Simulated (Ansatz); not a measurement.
**Ti2C: how the settings move a single-point run**

Question: which choices in the input matter for Ti2C?

Method: reference: DFT, r2SCAN, PAW with Ansatz's default frozen-core files, scalar-relativistic, in Ansatz 0.2.0.

5 further runs of the same task are left out: 5 that didn't finish.

## (1) The system as given

It takes space group Cm (No. 8, monoclinic). Conventional cell: a = 5.337 Å, b = 3.081 Å, c = 5.132 Å, α = 90.00°, β = 110.28°, γ = 90.00°. Ti (site symmetry m) has 1 C at 1.23 Å as nearest neighbours. Around Ti (site symmetry m) lie 2 C at 2.13 Å. Around C (site symmetry m) lie 1 Ti at 1.23 Å.

As a file:

```cif
data_structure
_symmetry_space_group_name_H-M 'Cm'
_symmetry_Int_Tables_number 8
_cell_length_a 5.3371
_cell_length_b 3.0814
_cell_length_c 5.1320
_cell_angle_alpha 90.000
_cell_angle_beta 110.283
_cell_angle_gamma 90.000
_cell_volume 79.17
loop_
_atom_site_label
_atom_site_type_symbol
_atom_site_symmetry_multiplicity
_atom_site_Wyckoff_symbol
_atom_site_fract_x
_atom_site_fract_y
_atom_site_fract_z
_atom_site_occupancy
Ti1 Ti 2 a 0.20106 0.50000 0.31317 1
Ti2 Ti 2 a 0.24550 0.00000 0.73649 1
C1 C 2 a 0.05345 0.50000 0.45034 1
```

## (2) Reference

Contents of input.yaml:

```yaml
crystal:
  lattice:
    - [1.540698181, 0.8895225095, 4.8137698526]
    - [-1.540698181, 0.8895225095, 4.8137698526]
    - [0.0, -1.779045019, 4.8137698526]
  atoms:
    - { symbol: Ti, position: [0.0889432857, 0.2989432857, 0.2989432857] }
    - { symbol: Ti, position: [0.75450217, 0.75450217, 0.75450217] }
    - { symbol: C, position: [0.6565545443, 0.4465545443, 0.4465545443] }
kpoints:
  mp_grid: { grid: [11, 11, 11] }
scf:
  occupations: { method: fermi_dirac, width: 0.05 }
hamiltonian:
  xc: r2scan
  pseudopotentials: { kind: paw }
output:
  forces: true
  stress: true
  eigenvalues: true
  efg: { contact_densities: true }
  populations: true
  write_density: true
  write_potential: true
  elf: true
  volumetric_format: npy
```

Started as:

```console
$ ansatz run input.yaml --threads 1 --pin off --max-ram 3072MiB --backend cpu --events-out ev --progress --plain --runs-dir out
```

## (3) Variant: n_extra_bands 2, lower_state_search light

Edit input.yaml of step 2 so:

```diff
@@ -13,2 +13,4 @@
   occupations: { method: fermi_dirac, width: 0.05 }
+  n_extra_bands: 2
+  lower_state_search: light
 hamiltonian:
```

Before running it: what results should come out? Wanted: for each run, ending; energy change; pressure; gap; force.

As calculated:

| run | ending | energy change | pressure (GPa) | gap (eV) | force (eV/Å) | cycles | time |
| --- | --- | --- | --- | --- | --- | --- | --- |
| reference | converged | 0 | 78.2 | 0.00 | 47.19 | 10 | 1.7 min |
| 1: n_extra_bands 2, lower_state_search light | converged | 0.0 meV/atom | 78.2 | 0.00 | 47.19 | 9 | 92 s |

Residual by cycle in the longest SCF loop of each run; runs are numbered as in the table. The quantity is the density residual dr2, in eV.

| cycle | reference | run 1 |
| --- | --- | --- |
| 1 | 0.907 | 0.908 |
| 2 | 0.127 | 0.127 |
| 3 | 0.0746 | 0.0749 |
| 4 | 0.00705 | 0.00701 |
| 5 | 5.5e-4 | 5.6e-4 |
| 6 | 1.3e-4 | 1.2e-4 |
| 7 | 4.5e-6 | 3.9e-6 |
| 8 | 1.4e-6 | 1.3e-6 |
| 9 | 1.0e-7 | 8.1e-8 |
| 10 | 1.3e-8 | - |

Changing the band count and search for lower states leaves the energy as it was (0.0 meV/atom). Cost: 9 SCF cycles against 10. The structure is not at rest: the sound run finds 78 GPa, so these are no properties of the relaxed crystal. The reference leaves spin out although Ti can carry a moment, so its state need not be the lowest.
